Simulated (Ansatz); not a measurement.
# HPbNO4 under changes of volume

One of the cells (14.261 Å³/atom); the others are scaled copies at fixed shape and fractional positions:

```
H Pb N O
1.0
     4.92453    0.00000    0.00000
     0.00000    5.59720    0.00000
     0.00000    0.00000    7.24347
H Pb N O
2 2 2 8
Direct
  0.00000 0.50000 0.19317
  0.50000 0.00000 0.80683
  0.50000 0.50000 0.95257
  0.00000 0.00000 0.04743
  0.00000 0.00000 0.63654
  0.50000 0.50000 0.36346
  0.00000 0.50000 0.05860
  0.50000 0.00000 0.94140
  0.00000 0.19569 0.72995
  0.00000 0.80431 0.72995
  0.00000 0.00000 0.46750
  0.50000 0.69569 0.27005
  0.50000 0.30431 0.27005
  0.50000 0.50000 0.53250
```

The cell was built by a generator and needn't be a form met in nature.

| Property | Result |
| --- | --- |
| Program | Ansatz 0.2.0 |
| Functional | PBE |
| Potentials or basis | Ansatz PAW |
| Cutoff | 420 eV (not typed: the program's choice for these potentials) |
| k mesh | 6 × 5 × 4 |
| Occupations | fermi-dirac, width 0.05 eV |
| Spin | no spin polarisation |

```tsv
volume (Å³/atom)	energy over the lowest point (meV/atom)	pressure (GPa)	gap on the mesh (eV)	largest force (eV/Å)
13.405	16.92	6.7	3.03	2.017
13.691	7.27	4.2	2.98	1.297
13.976	1.77	2.0	2.92	0.628
14.261	0.00	0.0	2.87	0.005
14.546	1.60	-1.8	2.81	0.577
14.832	6.24	-3.4	2.76	1.118
15.117	?	?	?	?
```

Q: What does the run at 15.117 Å³/atom give?

A: Energy over the lowest point 13.58 meV/atom; pressure -4.9 GPa; gap on the mesh 2.70 eV; largest force 1.622 eV/Å.

Worked out: A Birch-Murnaghan fit of order 3 (a polynomial in V^(-2/3)) to the other rows has its minimum at 14.26 Å³/atom with B0 = V·E''(V) = 94 GPa and B' = 4.1 at fixed shape and positions, which overstates the stiffness. It gives 13.62 meV/atom at 15.117 Å³/atom, against the run's 13.58, and -dE/dV = -4.9 GPa, against -4.9. A straight line through the other rows of the gap, of slope -2.7 eV per unit of ln V, extrapolates to 2.71 eV, against the run's 2.70.

Energies are extrapolated to zero smearing.

Caveats: odd divisions of the mesh miss points on the zone boundary, where band edges often lie, so the gap on the mesh can be too wide; spin-orbit coupling is left out, which as a rule narrows the gap of such compounds by several tenths of an eV; forces of over 1 eV/Å show positions far from the minimum, so gaps and moduli don't describe the material at rest (some runs).

A mesh can miss the band edges.
